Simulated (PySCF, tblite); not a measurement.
# chlorocyclooctane (C8H15Cl): geometry, infrared bands, NMR shifts and electronic excitations

Aim: predict the infrared bands, NMR shifts and electronic excitations of chlorocyclooctane (C8H15Cl) (`ClC1CCCCCCC1`).

The runs use tblite 0.8.0 and PySCF 2.14.0, with density-fitted response routines of our own; the level of theory stands in each step. All values are computed, except where a source is named. Atoms are numbered from 0 throughout.

### Step 1. The starting structure

24 atoms, charge 0, multiplicity 1; geometry from: GFN2-xTB.

Bonds of the start (Å): Cl0–C1 1.80, C1–C2 1.53, C2–C3 1.54, C3–C4 1.53, C4–C5 1.53, C5–C6 1.53, C6–C7 1.53, C7–C8 1.54, C8–C1 1.53, C1–H9 1.09, C2–H10 1.09, C2–H11 1.09, C3–H12 1.09, C3–H13 1.09, C4–H14 1.09, C4–H15 1.09, C5–H16 1.09, C5–H17 1.09, C6–H18 1.09, C6–H19 1.09, C7–H20 1.09, C7–H21 1.09, C8–H22 1.09, C8–H23 1.09.

### Step 2. Harmonic vibrations with GFN2-xTB

Job settings and geometry (Å):

```
{"job": {"kind": "ir", "xc": "GFN2-xTB", "basis": "xTB"}, "charge": 0, "multiplicity": 1}
Cl    -0.630796    -3.144099    -1.470840
C     -0.371067    -1.826662    -0.266245
C      1.064920    -1.339830    -0.437694
C      1.534084    -0.383305     0.667699
C      1.545764     1.096998     0.273020
C      0.331591     1.611349    -0.497138
C     -0.998670     1.616088     0.252321
C     -1.572264     0.250505     0.643043
C     -1.498811    -0.816944    -0.457843
H     -0.477814    -2.312651     0.708988
H      1.701648    -2.227291    -0.426729
H      1.183831    -0.876454    -1.417468
H      2.557116    -0.647251     0.945524
H      0.925829    -0.531994     1.558832
H      2.422119     1.272329    -0.357403
H      1.674943     1.693743     1.179002
H      0.544911     2.645107    -0.783194
H      0.224479     1.049057    -1.423983
H     -0.898285     2.218714     1.157906
H     -1.726865     2.117814    -0.390957
H     -2.620814     0.407948     0.906098
H     -1.082861    -0.121578     1.541936
H     -1.412384    -0.347710    -1.438154
H     -2.432341    -1.384119    -0.459165
```

**Question.** This job is followed by: PBE0-D3(BJ)/def2-SVP geometry optimisation, gas phase; GIAO PBE0/pcSseg-1 NMR shielding, non-relativistic, gas phase; TDDFT B3LYP/def2-SVPD, vertical, gas phase, core orbitals frozen in the response; GIAO HF/pcSseg-1 NMR shielding, non-relativistic, gas phase. What will the session give for the following? strongest single infrared mode (GFN2-xTB); zero-point energy (GFN2-xTB); point group; rotational constants (main isotopes); 13C shifts against TMS (PBE0/pcSseg-1, means over atoms taken as alike); 1H shifts against TMS (PBE0/pcSseg-1, means over atoms taken as alike); 35Cl shifts against HCl (PBE0/pcSseg-1); lowest singlet (B3LYP/def2-SVPD); brightest single state of those computed; lowest triplet; vertical ionisation energy (ΔSCF); range of the shift of Cl0.

The runs gave:

| quantity | value |
| --- | --- |
| strongest single infrared mode (GFN2-xTB) | 3020 cm⁻¹, 146 km/mol |
| zero-point energy (GFN2-xTB) | 135.6 kcal/mol |
| point group | Cs |
| rotational constants (main isotopes) | 2.18, 0.88, 0.71 GHz |
| 13C shifts against TMS (PBE0/pcSseg-1, means over atoms taken as alike) | 69.1, 37.4, 30.3, 26.3, 22.3 ppm |
| 1H shifts against TMS (PBE0/pcSseg-1, means over atoms taken as alike) | 3.45, 2.03, 1.65, 1.64, 1.58, 1.45, 1.36, 1.31, 1.26 ppm |
| 35Cl shifts against HCl (PBE0/pcSseg-1) | 214 ppm |
| lowest singlet (B3LYP/def2-SVPD) | 7.03 eV (176 nm), f = 0.001 |
| brightest single state of those computed | state 7, 7.88 eV, f = 0.026 |
| lowest triplet | 6.46 eV |
| vertical ionisation energy (ΔSCF) | 9.86 eV |
| range of the shift of Cl0 | 135 to 214 ppm |

What this shows: All 66 modes are real, so the xTB geometry is a minimum. The strongest single mode, at 3020 cm⁻¹, is spread over many atoms; the largest shares are those of H21, H13. Unscaled tight-binding wavenumbers are off by several per cent, some by more. Its intensities can rank the bands wrongly. The optimisation took 3 steps and gained 0.056 eV; among the close pairs (by a distance rule), C5–H17 changed most, from 1.089 to 1.104 Å. No frequency check was run at this level, so the end point may be a saddle. The most deshielded carbon is C1 (sp3 CH bonded to Cl), at 69.1 ppm: pulled downfield by the heteroatom. H9 (hydrogen on an sp3 CH bonded to Cl) lies farthest downfield among hydrogen, at 3.45 ppm; its carbon carries Cl, which withdraws density. At PBE0/pcSseg-1: Shielding is most anisotropic at Cl0 (span 592 ppm, paramagnetic term -413 ppm). The lowest singlet, at 7.03 eV, is HOMO→LUMO 0.72, HOMO→LUMO+1 0.22 and is dark; of the 10 states computed, the strongest absorption comes from states 4 to 5 together at 7.72 eV. The lowest triplet lies 0.58 eV below the lowest singlet (triplets in Tamm-Dancoff, singlets in full TDDFT). The orbital energy would give 7.92 eV for ionisation, ΔSCF gives 9.86 eV. Across the 2 runs the shift of Cl0 moves most, between 135 (HF/pcSseg-1) and 214 ppm (PBE0/pcSseg-1).
